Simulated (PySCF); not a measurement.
# N2Re2 (Re2(N)2): the cost of one run

Program: PySCF 2.14.0. Level of theory: PBE, Re def2-SVP with ECP60, N def2-SVP; scalar-relativistic core potentials, no spin–orbit coupling. These are calculated values, not measurements.

3 further runs of the same task are left out: 2 for a known fault of the program, 1 that didn't finish.

## 1. Where the work starts

4 atoms, charge 0, spin multiplicity 3.

Bond lengths: Re1–Re2 2.768 Å, Re1–N3 1.810 Å, Re1–N4 1.810 Å, Re2–N3 1.810 Å, Re2–N4 1.810 Å. Angles: Re2–Re1–N3 40.1°, Re2–Re1–N4 40.1°, N3–Re1–N4 80.3°, Re1–Re2–N3 40.1°, Re1–Re2–N4 40.1°, N3–Re2–N4 80.3°, Re1–N3–Re2 99.7°, Re1–N4–Re2 99.7°.

Geometry (Å):

```xyz
4

Re    0.0000    0.0000    1.3841
Re    0.0000    0.0000   -1.3841
N     1.1669    0.0000    0.0000
N    -1.1669    0.0000    0.0000
```

Formal oxidation states: Re +3. An earlier session relaxed this geometry at PBE, Re def2-SVP with ECP60, N def2-SVP (triplet, point group D2h).

Its energy there is -265.869093 Eh.

## 2. Multiplicity 1 at the relaxed geometry

File run.py (the lines that set the calculation):

```python
mol = gto.M(atom='''
Re     0.00000     0.00000     1.38412
Re     0.00000     0.00000    -1.38412
N      1.16693     0.00000     0.00000
N     -1.16693     0.00000     0.00000''',
    basis={'Re': 'def2-SVP', 'N': 'def2-SVP'},
    ecp={'Re': 'def2-SVP'},
    charge=0, spin=0)
mf = dft.RKS(mol, xc='PBE')
mf.grids.atom_grid = (50, 194)
mf = mf.density_fit()  # fitting sets: Re def2-universal-JKFIT, N def2-universal-JKFIT
mf.conv_tol = 1e-08; mf.max_cycle = 55
mf.kernel(dm0)  # dm0: free metal ions and neutral atoms
```

Command:

```bash
> OMP_NUM_THREADS=2 python run.py
```

**Question.** How long does this run take on 2 threads of Intel Xeon Platinum 8488C (Sapphire Rapids), shared host?

About 27 s.
